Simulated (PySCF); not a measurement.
# Changing the system itself: InP⁻

One physical setting of the base script is moved in each run, with the edits that it forces.

The runs use PySCF 2.14.0; each script names its method and basis.

7 further runs of the same task are left out: 7 that didn't finish.

### Step 1. The system as given

InP⁻: 2 atoms, charge -1, spin multiplicity 2.

Bond lengths: In1–P2 2.555 Å.

### Step 2. Base script

The input, input.py:

```python
from pyscf import gto, scf, mp

mol = gto.M(
    atom='In 0 0 0; P 0 0 2.555',
    basis='sbkjc',
    ecp={'In': 'sbkjc', 'P': 'sbkjc'},
    charge=-1,
    spin=1,
    verbose=4,
)
mf = scf.UHF(mol)
mf = mf.newton()
mf.kernel()
mp.MP2(mf, frozen=4).kernel()
mf.dip_moment()
print('orbital energies (hartree):', [e[max(0, n-3):n+3].round(4) for e, n in zip(mf.mo_energy, mol.nelec)])
```

On the command line:

```bash
$ python input.py
```

Its log is not repeated here.

Base result: E(SCF) = -194.004309 Eh, 5 macro-iterations, E(MP2) − E(SCF) = -0.14417 Eh, ⟨S²⟩ = 2.292.

⟨S²⟩ = 2.29 against 0.75 for a pure state: the determinant is spin-contaminated. The bond length is a typed value, not an optimised one. The dipole of an ion depends on the origin.

### Step 3. Lengths in bohr

Run 1 changes length unit: angstrom → bohr; bond length: 2.555 Å → 2.555 bohr.

The input, input.py:

```python
from pyscf import gto, scf, mp

mol = gto.M(
    atom='In 0 0 0; P 0 0 2.555',
    basis='sbkjc',
    ecp={'In': 'sbkjc', 'P': 'sbkjc'},
    charge=-1,
    spin=1,
    unit='bohr',
    verbose=4,
)
mf = scf.UHF(mol)
mf = mf.newton()
mf.kernel()
mp.MP2(mf, frozen=4).kernel()
mf.dip_moment()
print('orbital energies (hartree):', [e[max(0, n-3):n+3].round(4) for e, n in zip(mf.mo_energy, mol.nelec)])
```

On the command line:

```bash
$ python input.py
```

### Step 4. Charge +0 (triplet)

Run 2 changes charge: -1 → 0; spin (2S): 1 → 2.

input.py, as its differences from that of step 2:

```diff
@@ -6,4 +6,4 @@
     ecp={'In': 'sbkjc', 'P': 'sbkjc'},
-    charge=-1,
-    spin=1,
+    charge=0,
+    spin=2,
     verbose=4,
```

### Step 5. Electric field 0.005 a.u.

Run 3 changes electric field: none → 0.005 a.u.

input.py, as its differences from that of step 2:

```diff
@@ -11,2 +11,7 @@
 mf = scf.UHF(mol)
+field = 0.005  # electric field along z, atomic units
+h = mf.get_hcore() + field*mol.intor('int1e_r')[2]
+mf.get_hcore = lambda *args: h
+e_nuc = mol.energy_nuc() - field*mol.atom_charges() @ mol.atom_coords()[:, 2]
+mf.energy_nuc = lambda *args: e_nuc
 mf = mf.newton()
```

### Step 6. Charge +0 (singlet)

Run 4 changes charge: -1 → 0; spin (2S): 1 → 0.

input.py, as its differences from that of step 2:

```diff
@@ -6,4 +6,4 @@
     ecp={'In': 'sbkjc', 'P': 'sbkjc'},
-    charge=-1,
-    spin=1,
+    charge=0,
+    spin=0,
     verbose=4,
```

Q: Predict the outcome of this session. Wanted: for each run, E(SCF); from base; gap, α spin; SCF dipole; after the SCF.

As calculated:

| run | E(SCF) (hartree) | from base (eV) | cycles | gap, α spin (eV) | SCF dipole (D) | after the SCF |
| --- | --- | --- | --- | --- | --- | --- |
| base | -194.004309 | 0 | 5 macro | 8.32 | n/a | MP2 correlation -3.923 eV, core frozen |
| lengths in bohr (poor choice) | -193.347914 | not comparable | 3 macro | 9.09 | n/a | MP2 correlation -5.181 eV, core frozen |
| charge +0 (triplet) | -193.163979 | +22.8665 | 9 macro | 9.76 | 1.84 | MP2 correlation -3.549 eV, core frozen |
| electric field 0.005 a.u. | -194.576349 | not comparable | 16 macro | 8.31 | n/a | MP2 correlation -4.261 eV, core frozen |
| charge +0 (singlet) | -193.001971 | +27.2750 | 7 macro | -13.18 | 2.51 | MP2 correlation -6.926 eV, core frozen |

**Reading.** At the SCF level, going to the triplet with one electron fewer costs 22.87 eV at fixed geometry, which need not be the lowest ionisation. At the SCF level, going to the singlet with one electron fewer costs 27.28 eV at fixed geometry. Rows marked «poor choice» come from settings spoiled on purpose.
